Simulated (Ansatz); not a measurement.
# ClGeH₇Si₂: basis-set convergence

Aim: see how fast density functionals converge with the basis set for ClGeH₇Si₂.

The runs use Ansatz 0.2.0, Gaussian basis; one geometry, several basis sets.

Levels to be run: PBE0-D4/def2-SVP; ωB97M-V/def2-SVP; PBE0-D4/def2-QZVPP; ωB97M-V/def2-QZVPP; the functionals' def2-TZVPP values are taken from earlier runs.

### Step 1. The geometry

All runs share one geometry, relaxed beforehand with PBE0-D4 in a triple-zeta def2 set.

SMILES `[SiH3][GeH2][SiH2]Cl`, 11 atoms, charge 0, spin multiplicity 1.

Atoms are counted from 1 here; the program's logs count them from 0.

Bond lengths: Si1–Ge2 2.379 Å, Si1–H5 1.485 Å, Si1–H6 1.486 Å, Si1–H7 1.486 Å, Ge2–Si3 2.377 Å, Ge2–H8 1.539 Å, Ge2–H9 1.541 Å, Si3–Cl4 2.065 Å, Si3–H10 1.484 Å, Si3–H11 1.484 Å. Angles: Ge2–Si1–H5 109.6°, Ge2–Si1–H6 110.4°, Ge2–Si1–H7 109.3°, H5–Si1–H6 109.3°, H5–Si1–H7 109.2°, H6–Si1–H7 109.0°, Si1–Ge2–Si3 109.7°, Si1–Ge2–H8 110.5°, Si1–Ge2–H9 110.6°, Si3–Ge2–H8 109.1°, Si3–Ge2–H9 108.8°, H8–Ge2–H9 108.0°, Ge2–Si3–Cl4 108.3°, Ge2–Si3–H10 111.0°, Ge2–Si3–H11 113.0°, Cl4–Si3–H10 107.5°, Cl4–Si3–H11 107.6°, H10–Si3–H11 109.1°.

### Step 2. PBE0-D4 in def2-SVP

Input file in.yaml:

```yaml
crystal:
  periodic: [false, false, false]
  atoms:
    - {symbol: Si, position_ang: [-1.289874, 1.422994, 0.428169]}
    - {symbol: Ge, position_ang: [0.066175, -0.466446, 0.927819]}
    - {symbol: Si, position_ang: [1.342903, -1.065958, -0.985283]}
    - {symbol: Cl, position_ang: [0.064630, -1.208903, -2.600739]}
    - {symbol: H, position_ang: [-2.276895, 1.064421, -0.621478]}
    - {symbol: H, position_ang: [-2.011602, 1.878604, 1.645147]}
    - {symbol: H, position_ang: [-0.429185, 2.529192, -0.066796]}
    - {symbol: H, position_ang: [-0.807674, -1.662562, 1.344950]}
    - {symbol: H, position_ang: [1.028824, -0.151824, 2.089300]}
    - {symbol: H, position_ang: [2.349632, -0.022497, -1.302675]}
    - {symbol: H, position_ang: [2.028263, -2.373921, -0.837813]}
basis:
  gaussian: {orbitals: def2-SVP}
hamiltonian: {xc: pbe0, dispersion: d4}
output: {orbitals: {seedname: orbitals}}
```

The run is started by

```console
> ansatz run in.yaml --threads 4 --pin off --events-out ev --progress --plain --max-ram 10444MiB
```

Further steps of the session: ωB97M-V in def2-SVP; PBE0-D4 in def2-QZVPP; ωB97M-V in def2-QZVPP.

Before running them: what should the planned runs give, taken together? Wanted: PBE0-D4: double and triple zeta above quadruple; ωB97M-V: double and triple zeta above quadruple.

**Answer**, as computed:

| quantity | value |
| --- | --- |
| PBE0-D4: double and triple zeta above quadruple | 19.20, 2.12 eV |
| ωB97M-V: double and triple zeta above quadruple | 19.13, 2.04 eV |

For PBE0-D4 the step from double to triple zeta gains 17.07 eV and the next only 2.12 eV. These are total energies; as a rule much of such shifts cancels in differences, which this series doesn't test. The LUMO of ωB97M-V is positive and keeps falling with the basis (1.58 to 0.94 eV): an unbound level that the basis holds in place.
